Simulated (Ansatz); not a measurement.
# CH6O2Si: molecular dynamics

The plan is to follow the molecule's vibrations and see whether its bonds hold. The start is relaxed first. Runs: 500 steps of 0.5 fs under a Langevin thermostat at 400 K. SMILES of the start: C[SiH](O)O.

Method: RKS PBE0/STO-3G, in Ansatz 0.2.0.

**1. The system as given**

Bond lengths: Si1–C2 1.870 Å, C2–H3 1.110 Å, C2–H4 1.110 Å, C2–H5 1.110 Å, Si1–H6 1.460 Å, Si1–O7 1.679 Å, O7–H8 1.010 Å, Si1–O9 1.679 Å, O9–H10 1.010 Å. Angles: Si1–C2–H3 109.5°, Si1–C2–H4 109.5°, Si1–C2–H5 109.5°, H3–C2–H4 109.4°, H3–C2–H5 109.4°, H4–C2–H5 109.4°, C2–Si1–H6 109.5°, C2–Si1–O7 109.5°, C2–Si1–O9 109.5°, H6–Si1–O7 109.5°, H6–Si1–O9 109.5°, O7–Si1–O9 109.5°, Si1–O7–H8 109.5°, Si1–O9–H10 109.5°.

Structure file:

```xyz
10

Si    0.0000    0.0000    0.0000
C     0.0000    0.0000    1.8700
H    -0.9996   -0.3092    2.2405
H     0.7676   -0.7111    2.2405
H     0.2320    1.0203    2.2405
H     1.3768    0.0000   -0.4862
O    -0.7913    1.3709   -0.5594
H    -1.7491    1.1401   -0.7818
O    -0.7913   -1.3709   -0.5594
H    -1.2459   -1.8365    0.2129
```

**2. Relaxing the start**

File input.yaml:

```yaml
crystal:
  periodic: [false, false, false]
  atoms:
    - { symbol: Si, position_ang: [0.0, 0.0, 0.0] }
    - { symbol: C, position_ang: [0.0, 0.0, 1.87] }
    - { symbol: H, position_ang: [-0.9996, -0.3092, 2.2405] }
    - { symbol: H, position_ang: [0.7676, -0.7111, 2.2405] }
    - { symbol: H, position_ang: [0.232, 1.0203, 2.2405] }
    - { symbol: H, position_ang: [1.3768, 0.0, -0.4862] }
    - { symbol: O, position_ang: [-0.7913, 1.3709, -0.5594] }
    - { symbol: H, position_ang: [-1.7491, 1.1401, -0.7818] }
    - { symbol: O, position_ang: [-0.7913, -1.3709, -0.5594] }
    - { symbol: H, position_ang: [-1.2459, -1.8365, 0.2129] }
basis:
  gaussian: { orbitals: STO-3G }
hamiltonian:
  xc: pbe0
relax:
  f_tol: 0.02
  max_steps: 40
```

On the command line:

```bash
ansatz run input.yaml --threads 1 --pin off --max-ram 2048MiB --backend cpu --events-out ev --progress --plain --runs-dir out
```

Further steps of the session: The run.

**Question.** What will these runs give? Wanted: relaxation of the start; temperature, first and last step; temperature, second half; potential energy, second half; bonds formed or broken.

As calculated:

| quantity | value |
| --- | --- |
| relaxation of the start | 7 moves, 0.173 eV lower |
| length | 500 steps of 0.5 fs |
| temperature, first and last step | 360 and 304 K |
| temperature, second half | mean 395 K, from 188 to 727 K |
| potential energy, second half | +37 meV/atom from the start |
| bonds formed or broken | 0 |

In words: Against a set 400 K the second half averages 395 K with a spread of 99 K. A friction of 1 per fs wipes out velocities within 1 fs: the temperature is held, but the motion is overdamped and says nothing of rates. The bonding pattern survives the run. A run of 250 fs with 10 atoms shows the motion but fixes no equilibrium value. The nuclei move classically, without zero-point motion, which matters most for hydrogen. The basis is very small, so the numbers are rough.
